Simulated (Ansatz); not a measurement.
**AlBrHS radical: a ladder of functionals and wavefunction methods**

How much do the methods differ for AlBrHS radical? The plan is to run it at one geometry with functionals of several rungs and with coupled cluster, and see how far each lands from CCSD(T) at the basis-set limit for the atomisation energy.

The runs use Ansatz 0.2.0, Gaussian basis; functionals in def2-TZVPP, the program's frozen cores in correlated methods.

The runs, in order: LDA (SPW92), PBE-D4, revPBE-D4, BLYP-D4, r2SCAN-D4, B97M-V, PBE0-D4, B3LYP-D4, r2SCANh-D4, r2SCAN0-D4, HSE06-D4, BHLYP-D4, CAM-B3LYP-D4, LC-ωPBE, ωB97X-V, ωB97M-V, B2PLYP, PBE-QIDH; CCSD(T)/def2-SVP; CCSD(T)/def2-TZVPP; MP2/def2-QZVPP; extrapolation to the limit; RPA on PBE.

### Step 1. The relaxed structure

An earlier PBE0-D4 in a triple-zeta def2 set relaxation fixed the geometry.

SMILES `[SH][Al][Br]`, 4 atoms, charge 0, spin multiplicity 2.

Atoms are counted from 1 here; the program's logs count them from 0.

Bond lengths: S1–Al2 2.193 Å, S1–H4 1.345 Å, Al2–Br3 2.270 Å. Angles: Al2–S1–H4 93.0°, S1–Al2–Br3 115.4°.

### Step 2. LDA

This LDA is Slater exchange with PW92 correlation.

in.yaml

```yaml
crystal:
  periodic: [false, false, false]
  atoms:
    - {symbol: S, position_ang: [0.335008, 1.031959, -0.766838]}
    - {symbol: Al, position_ang: [-0.343194, -0.500034, 0.648832]}
    - {symbol: Br, position_ang: [0.369509, -2.610756, 0.212956]}
    - {symbol: H, position_ang: [-0.305723, 2.018531, -0.115351]}
basis:
  gaussian: {orbitals: def2-TZVPP}
magnetization: {spin_polarized: true, initial_magnetization: 1}
hamiltonian: {xc: lda}
output: {orbitals: {seedname: orbitals}}
```

Further steps of the session: PBE-D4 (GGA); revPBE-D4 (GGA); BLYP-D4 (GGA); r2SCAN-D4 (meta-GGA); B97M-V (meta-GGA); PBE0-D4 (hybrid); B3LYP-D4 (hybrid); r2SCANh-D4 (hybrid); r2SCAN0-D4 (hybrid); HSE06-D4 (hybrid); BHLYP-D4 (hybrid); CAM-B3LYP-D4 (range-separated); LC-ωPBE-D4 (range-separated); ωB97X-V (range-separated); ωB97M-V (range-separated); B2PLYP (double hybrid); PBE-QIDH (double hybrid); CCSD(T) in def2-SVP; CCSD(T) in def2-TZVPP; MP2 in def2-QZVPP; RPA on PBE orbitals.

Before running them: what should the planned runs give, taken together? Wanted: atomisation energy, CCSD(T)/CBS; farthest beyond LDA; mean size of error, GGA; mean size of error, meta-GGA; mean size of error, hybrid; mean size of error, range-separated; mean size of error, double hybrid; gap, smallest and largest; T1 diagnostic.

**Answer**, as computed:

| quantity | value |
| --- | --- |
| atomisation energy, CCSD(T)/CBS | 1037.1 kJ/mol |
| functionals within 10.4 kJ/mol (1.0 %) | PBE0-D4, r2SCAN0-D4, HSE06-D4, ωB97X-V, ωB97M-V, PBE-QIDH |
| farthest beyond LDA | BHLYP-D4 (-44.9 kJ/mol) |
| mean size of error, GGA | 18.2 kJ/mol |
| mean size of error, meta-GGA | 19.0 kJ/mol |
| mean size of error, hybrid | 14.8 kJ/mol |
| mean size of error, range-separated | 16.5 kJ/mol |
| mean size of error, double hybrid | 18.3 kJ/mol |
| gap, smallest and largest | 1.04 eV (LDA (SPW92)), 7.77 eV (LC-ωPBE) |
| T1 diagnostic | 0.0117 |
| triples share of the correlation energy | 3.9 % |

**Reading.** LDA overbinds by 144.9 kJ/mol (14 %). PBE-D4 is off by +13.3 kJ/mol. Double hybrids carry the basis error of their MP2 part in triple zeta, and no dispersion term here, so their miss is partly the set-up's. Taken by rung, hybrid functionals do best (14.8 kJ/mol on average) and meta-GGA ones worst beyond LDA (19.0 kJ/mol). The gap between the best rungs is small, so their order is not settled. Misses under about 10.4 kJ/mol are within the doubt on the reference itself, which lacks core-valence correlation, relativity and higher excitations, and its outer-core shells are covered unevenly. All levels share the lack of spin-orbit coupling, which lowers the free heavy atoms and so the true binding. Hartree-Fock recovers 73 % of the binding; the rest is correlation. CCSD(T) in def2-SVP is off by -100.7 kJ/mol, more than most functionals: a good method in a small basis is no reference. Orbital gaps span 1.0 to 7.8 eV; exact exchange widens them. Correlated methods include outer-core shells of Br, which these sets cover unevenly.
